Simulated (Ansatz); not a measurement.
# LiSi2C3: the cost of one run

Computed with Ansatz 0.2.0 (DFT PBE, scalar-relativistic, plane waves, PAW, unless a step's input says otherwise).

2 further runs of the same task are left out: 1 that didn't finish, 1 set aside as unsound or not needed.

### 1 The system as given

Symmetry: P-3m1, No. 164, trigonal system. The conventional cell has a = 3.138 Å, b = 3.138 Å, c = 7.692 Å, α = 90.00°, β = 90.00°, γ = 120.00°. Li (site symmetry -3m) has 6 C at 2.50 Å as nearest neighbours. Si (site symmetry 3m) is surrounded by 6 C at 2.10 Å. C (site symmetry 3m) has 3 Si at 2.10 Å and 3 Li at 2.50 Å as nearest neighbours. Around C (site symmetry -3m) lie 6 Si at 2.10 Å.

Coordinates:

```cif
data_structure
_symmetry_space_group_name_H-M 'P 1'
_symmetry_Int_Tables_number 1
_cell_length_a 3.1379
_cell_length_b 3.1379
_cell_length_c 7.6920
_cell_angle_alpha 90.000
_cell_angle_beta 90.000
_cell_angle_gamma 120.000
_cell_volume 65.59
loop_
_atom_site_label
_atom_site_type_symbol
_atom_site_fract_x
_atom_site_fract_y
_atom_site_fract_z
_atom_site_occupancy
Li1 Li 0.00000 0.00000 0.00000 1
Si1 Si 0.66667 0.33333 0.63821 1
Si2 Si 0.33333 0.66667 0.36179 1
C1 C 0.33333 0.66667 0.77642 1
C2 C 0.66667 0.33333 0.22358 1
C3 C 0.00000 0.00000 0.50000 1
```

The cell is invented: close-packed metal layers stacked ABC|A, with sites between them filled layer by layer (P-3m1, No. 164). The dimensions are guesses.

### 2 The guess as it stands, on a coarse mesh

Input file input.yaml:

```yaml
crystal:
  lattice:
    - [3.1378657, 0.0, 0.0]
    - [-1.56893285, 2.71747141, 0.0]
    - [0.0, 0.0, 7.69202658]
  atoms:
    - { symbol: Li, position: [0.0, 0.0, 0.0] }
    - { symbol: Si, position: [0.66666667, 0.33333333, 0.63821004] }
    - { symbol: Si, position: [0.33333333, 0.66666667, 0.36178996] }
    - { symbol: C, position: [0.33333333, 0.66666667, 0.77642007] }
    - { symbol: C, position: [0.66666667, 0.33333333, 0.22357993] }
    - { symbol: C, position: [0.0, 0.0, 0.5] }
basis:
  ecutwfc: 420
kpoints:
  mp_grid: { grid: [6, 6, 2] }
hamiltonian:
  xc: pbe
scf:
  occupations: { method: gaussian, width: 0.1 }
  lower_state_search: "off"
output:
  forces: true
  stress: true
  eigenvalues: true
```

Started as:

```
$ ansatz run input.yaml --threads 1 --pin off --max-ram 2048MiB --backend cpu --events-out ev --progress --plain --runs-dir out
```

What time and memory should one allow on 1 thread of Arm Neoverse V2, shared host?

About 1.4 s, with a peak of 0.37 GiB.
